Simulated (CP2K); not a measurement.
# How the settings of CP2K move a run on GaN

Simulated with CP2K 2026.2. This is a test of settings. The cell was built from a prototype and was relaxed with r2SCAN in plane waves (Ansatz 0.2.0). Not every such cell is a known phase. All runs are without spin polarisation.

Space group P6_3mc (No. 186), hexagonal; conventional cell a = 3.183 Å, c = 5.184 Å, 11.37 Å³ an atom. Ga has 4 N at 1.95 Å; N has 4 Ga at 1.95 Å.

The base run uses PBE in the SZV-MOLOPT-SR basis.

```
&GLOBAL
 PROJECT run
 RUN_TYPE ENERGY_FORCE
 PRINT_LEVEL LOW
&END GLOBAL
&FORCE_EVAL
 METHOD QS
 STRESS_TENSOR ANALYTICAL
 &DFT
  BASIS_SET_FILE_NAME BASIS_MOLOPT
  POTENTIAL_FILE_NAME GTH_POTENTIALS
  &QS
   EXTRAPOLATION USE_GUESS
  &END QS
  &MGRID
   CUTOFF 500
   REL_CUTOFF 50
  &END MGRID
  &XC
   &XC_FUNCTIONAL PBE
   &END XC_FUNCTIONAL
  &END XC
  &KPOINTS
   SCHEME MONKHORST-PACK 5 5 5
   SYMMETRY F
   FULL_GRID F
  &END KPOINTS
  &SCF
   ADDED_MOS 10
   EPS_SCF 1e-6
   MAX_SCF 80
   &DIAGONALIZATION
   &END DIAGONALIZATION
   &MIXING
    METHOD BROYDEN_MIXING
    ALPHA 0.3
   &END MIXING
   &SMEAR
    METHOD FERMI_DIRAC
    ELECTRONIC_TEMPERATURE [K] 232
   &END SMEAR
   &PRINT
    &ITERATION_INFO
    &END ITERATION_INFO
   &END PRINT
  &END SCF
  &PRINT
   &BAND_STRUCTURE
    FILE_NAME bands.bs
    ADDED_MOS 6
    &KPOINT_SET
     UNITS B_VECTOR
     SPECIAL_POINT 0.00000000 0.00000000 0.00000000
     NPOINTS 0
    &END KPOINT_SET
    &KPOINT_SET
     UNITS B_VECTOR
     SPECIAL_POINT 0.50000000 0.00000000 0.00000000
     NPOINTS 0
    &END KPOINT_SET
    &KPOINT_SET
     UNITS B_VECTOR
     SPECIAL_POINT 0.33333333 0.33333333 0.00000000
     NPOINTS 0
    &END KPOINT_SET
    &KPOINT_SET
     UNITS B_VECTOR
     SPECIAL_POINT 0.00000000 0.00000000 0.50000000
     NPOINTS 0
    &END KPOINT_SET
    &KPOINT_SET
     UNITS B_VECTOR
     SPECIAL_POINT 0.50000000 0.00000000 0.50000000
     NPOINTS 0
    &END KPOINT_SET
    &KPOINT_SET
     UNITS B_VECTOR
     SPECIAL_POINT 0.33333333 0.33333333 0.50000000
     NPOINTS 0
    &END KPOINT_SET
   &END BAND_STRUCTURE
  &END PRINT
 &END DFT
 &SUBSYS
  &CELL
   A 3.18314938 0.00000000 0.00000000
   B -1.59157469 2.75668822 0.00000000
   C -0.00000000 0.00000000 5.18362521
  &END CELL
  &COORD
   SCALED
   Ga 0.33333333 0.66666667 -0.00088681
   Ga 0.66666667 0.33333333 0.49911319
   N 0.33333333 0.66666667 0.37588681
   N 0.66666667 0.33333333 0.87588681
  &END COORD
  &KIND Ga
   BASIS_SET SZV-MOLOPT-SR-GTH
   POTENTIAL GTH-PBE
  &END KIND
  &KIND N
   BASIS_SET SZV-MOLOPT-SR-GTH
   POTENTIAL GTH-PBE
  &END KIND
 &END SUBSYS
 &PRINT
  &STRESS_TENSOR
  &END STRESS_TENSOR
  &FORCES
  &END FORCES
 &END PRINT
&END FORCE_EVAL
```

Command: `cp2k.psmp -i run.inp`. It took 8.4 s on 2 threads of Arm Neoverse V1, with other jobs on the host, peak memory 0.24 GiB.

It converged with a gap of 2.06 eV and a pressure of 13.61 GPa (positive in compression). Pressures on CP2K's grid carry noise of some tenths of a GPa.

Each further run moved one setting: XC_FUNCTIONAL (functional, with the PBE potentials kept); REL_CUTOFF (grid cutoff relative to the Gaussians, in Ry); EPS_SCF (SCF threshold); KPOINTS (Monkhorst-Pack mesh). Changes are from the base run, which isn't itself converged in every setting; energies of another Hamiltonian, functional, basis or charge aren't compared, and those at a high electronic temperature are mostly its entropy term. CP2K's gap is over the listed points.

```json
{"setting": "XC_FUNCTIONAL = PADE", "how it ended": "converged", "gap change (eV)": "-0.15", "energy change (meV/atom)": "–", "pressure change (GPa)": "-7.97", "time (s)": "7.9"}
{"setting": "REL_CUTOFF = 30", "how it ended": "converged", "gap change (eV)": "0.00", "energy change (meV/atom)": "-0.6", "pressure change (GPa)": "0.10", "time (s)": "7"}
{"setting": "EPS_SCF = 1e-4", "how it ended": "converged", "gap change (eV)": "0.00", "energy change (meV/atom)": "0.0", "pressure change (GPa)": "0.00", "time (s)": "5.6"}
{"setting": "KPOINTS = 4x4x4", "how it ended": "converged", "gap change (eV)": "0.00", "energy change (meV/atom)": "-8.6", "pressure change (GPa)": "0.10", "time (s)": "7.4"}
{"setting": "KPOINTS = 3x3x3", "how it ended": "converged", "gap change (eV)": "-0.04", "energy change (meV/atom)": "74.7", "pressure change (GPa)": "-0.04", "time (s)": "7"}
{"setting": "KPOINTS = 1x1x1 (poor on purpose)", "how it ended": "converged", "gap change (eV)": "-1.26", "energy change (meV/atom)": "5574.1", "pressure change (GPa)": "37.14", "time (s)": "8.1"}
```

REL_CUTOFF = 30 changes nothing that matters here. EPS_SCF = 1e-4 changes nothing that matters here.

Spin-orbit coupling is left out.
